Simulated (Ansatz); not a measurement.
# B2SbI3: from a guess to a relaxed structure

The task: take a trial cell of B2SbI3 to zero force and stress.

Method: DFT PBE, scalar-relativistic, plane waves, PAW, in Ansatz 0.2.0.

### 1 The structure to begin with

It takes space group P4mm (No. 99, tetragonal). The conventional cell has a = 3.980 Å, b = 3.980 Å, c = 13.895 Å, α = 90.00°, β = 90.00°, γ = 90.00°. Around B (site symmetry 4mm) lie 4 Sb at 3.33 Å. B (site symmetry 4mm) has 8 I at 3.59 to 3.60 Å and 4 B at 3.98 Å as nearest neighbours. Sb (site symmetry 4mm) has 4 B at 3.33 Å and 5 I at 3.74 to 4.16 Å and 4 Sb at 3.98 Å as nearest neighbours. I (site symmetry 4mm) has 4 B at 3.59 Å and 8 I at 3.96 to 3.98 Å as nearest neighbours. Around I (site symmetry 4mm) lie 4 B at 3.60 Å and 4 Sb at 3.74 Å and 4 I at 3.98 Å. I (site symmetry 4mm) is surrounded by 4 B at 3.69 Å and 8 I at 3.96 to 3.98 Å and 1 Sb at 4.16 Å.

Structure file:

```xyz
6
Lattice="3.9804 0.0000 0.0000 0.0000 3.9804 0.0000 0.0000 0.0000 13.8952" Properties=species:S:1:pos:R:3 pbc="T T T"
B     0.0000    0.0000    0.3350
B     1.9902    1.9902    6.8264
Sb    1.9902    1.9902    2.1063
I     0.0000    0.0000    9.0521
I     0.0000    0.0000    4.5766
I     1.9902    1.9902   11.8417
```

Recipe of the guess: species swapped into a database cell of Zr3TiCu2 (P4mm, No. 99), with I on the Zr sites, Sb on the Ti sites and B on the Cu sites. Its size is a rough estimate.

### 2 The guess as it stands, on a coarse mesh

input.yaml

```yaml
crystal:
  lattice:
    - [3.98044994, 0.0, 0.0]
    - [0.0, 3.98044994, 0.0]
    - [0.0, 0.0, 13.8952258]
  atoms:
    - { symbol: B, position: [0.0, 0.0, 0.02410903] }
    - { symbol: B, position: [0.5, 0.5, 0.49127698] }
    - { symbol: Sb, position: [0.5, 0.5, 0.15158348] }
    - { symbol: I, position: [0.0, 0.0, 0.65145093] }
    - { symbol: I, position: [0.0, 0.0, 0.32936677] }
    - { symbol: I, position: [0.5, 0.5, 0.85221177] }
basis:
  ecutwfc: 420
kpoints:
  mp_grid: { grid: [4, 4, 2] }
hamiltonian:
  xc: pbe
scf:
  occupations: { method: gaussian, width: 0.1 }
  lower_state_search: "off"
output:
  forces: true
  stress: true
  eigenvalues: true
```

Started as:

```
ansatz run input.yaml --threads 1 --pin off --max-ram 2560MiB --backend cpu --events-out ev --progress --plain --runs-dir out
```

Further runs follow: a loose first relaxation; full relaxation.

Q: Predict the outcome of this session. Wanted: conventional cell; volume; energy over the elements; gap on the mesh.

The runs gave:

| quantity | value |
| --- | --- |
| symmetry at the end (tolerance 0.05 Å) | space group P4mm (No. 99) |
| conventional cell | a = 3.525 Å, b = 3.525 Å, c = 14.565 Å, α = 90.00°, β = 90.00°, γ = 90.00° |
| volume | 30.17 Å³/atom |
| energy over the elements | +0.74 eV/atom |
| gap on the mesh | none (metal) |

The space group P4mm (No. 99) is kept, and the volume per atom shrinks by 17.8 % from the first guess. With a positive formation energy it can't be a ground state. No finished test with a distortion of lower symmetry is shown, so the end may be a saddle point. The runs treat I, Sb without spin-orbit coupling. Layers here are held mostly by dispersion, which this level lacks, so their spacing and the stiffness across them are unreliable there.
